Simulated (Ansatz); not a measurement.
# CH₄OSiTe: one species, many methods

One table from this session's results is given with a row withheld; the runs are named, their logs left out.

The runs use Ansatz 0.2.0, Gaussian basis; functionals in def2-TZVPP, the program's frozen cores in correlated methods.

Levels to be run: PBE-D4, r2SCAN-D4, PBE0-D4, B3LYP-D4, ωB97X-V, ωB97M-V, B2PLYP; CCSD(T)/def2-TZVPP; MP2/def2-QZVPP; extrapolation to the limit.

## The geometry

The geometry comes from an earlier relaxation with PBE0-D4 in a triple-zeta def2 set; it is a stationary point, not always the lowest conformer. Te takes the def2 core potential; no spin-orbit term is included.

SMILES `[TeH][SiH]1CO1`, 8 atoms, charge 0, spin multiplicity 1.

Atoms are counted from 1 here; the program's logs count them from 0.

Bond lengths: Te1–Si2 2.464 Å, Te1–H5 1.657 Å, Si2–C3 1.804 Å, Si2–O4 1.657 Å, Si2–H6 1.480 Å, C3–O4 1.482 Å, C3–H7 1.088 Å, C3–H8 1.088 Å. Angles: Si2–Te1–H5 90.8°, Te1–Si2–C3 125.2°, Te1–Si2–O4 120.1°, Te1–Si2–H6 108.8°, C3–Si2–O4 50.5°, C3–Si2–H6 122.9°, O4–Si2–H6 117.1°, Si2–C3–O4 59.6°, Si2–C3–H7 121.3°, Si2–C3–H8 122.7°, O4–C3–H7 112.8°, O4–C3–H8 112.9°, H7–C3–H8 113.5°, Si2–O4–C3 69.9°.

Set-up of the first run:

File in.yaml:

```yaml
crystal:
  periodic: [false, false, false]
  atoms:
    - {symbol: Te, position_ang: [-1.293951, 1.980662, -1.064649]}
    - {symbol: Si, position_ang: [0.371744, 0.683403, 0.206176]}
    - {symbol: C, position_ang: [0.294057, -1.092402, 0.512607]}
    - {symbol: O, position_ang: [1.199870, -0.549447, -0.527525]}
    - {symbol: H, position_ang: [-1.958113, 0.584647, -1.661351]}
    - {symbol: H, position_ang: [1.154984, 1.612417, 1.050875]}
    - {symbol: H, position_ang: [-0.504771, -1.704028, 0.098016]}
    - {symbol: H, position_ang: [0.828379, -1.572251, 1.330049]}
basis:
  gaussian: {orbitals: def2-TZVPP}
hamiltonian: {xc: pbe, dispersion: d4}
output: {forces: true, orbitals: {seedname: orbitals}}
```

Command:

```console
> ansatz run in.yaml --threads 4 --pin off --events-out ev --progress --plain --max-ram 10444MiB
```

Among the steps run: PBE-D4 (GGA); r2SCAN-D4 (meta-GGA); PBE0-D4 (hybrid); B3LYP-D4 (hybrid); ωB97X-V (range-separated); ωB97M-V (range-separated); B2PLYP (double hybrid); CCSD(T) in def2-TZVPP; MP2 in def2-QZVPP.

One table of the session follows, with a row left open; its other results are not shown here.

It belongs to the step «Atomisation energies». 

| method | atomisation energy (kJ/mol) |
| --- | --- |
| PBE-D4 | 2706.2 |
| r2SCAN-D4 | 2655.3 |
| PBE0-D4 | 2639.2 |
| B3LYP-D4 | 2632.4 |
| ωB97X-V | 2657.9 |
| ωB97M-V | 2640.2 |
| B2PLYP | 2602.4 |
| HF/def2-TZVPP | 1791.4 |
| MP2/def2-TZVPP | 2615.1 |
| CCSD/def2-TZVPP | 2509.1 |
| CCSD(T)/def2-TZVPP | 2563.9 |
| MP2/CBS | ? |
| CCSD(T)/CBS | 2660.4 |

Q: Estimate the row for MP2/CBS from the others.

**Answer.** atomisation energy (kJ/mol): 2711.6. In the column «atomisation energy (kJ/mol)» it is the highest.
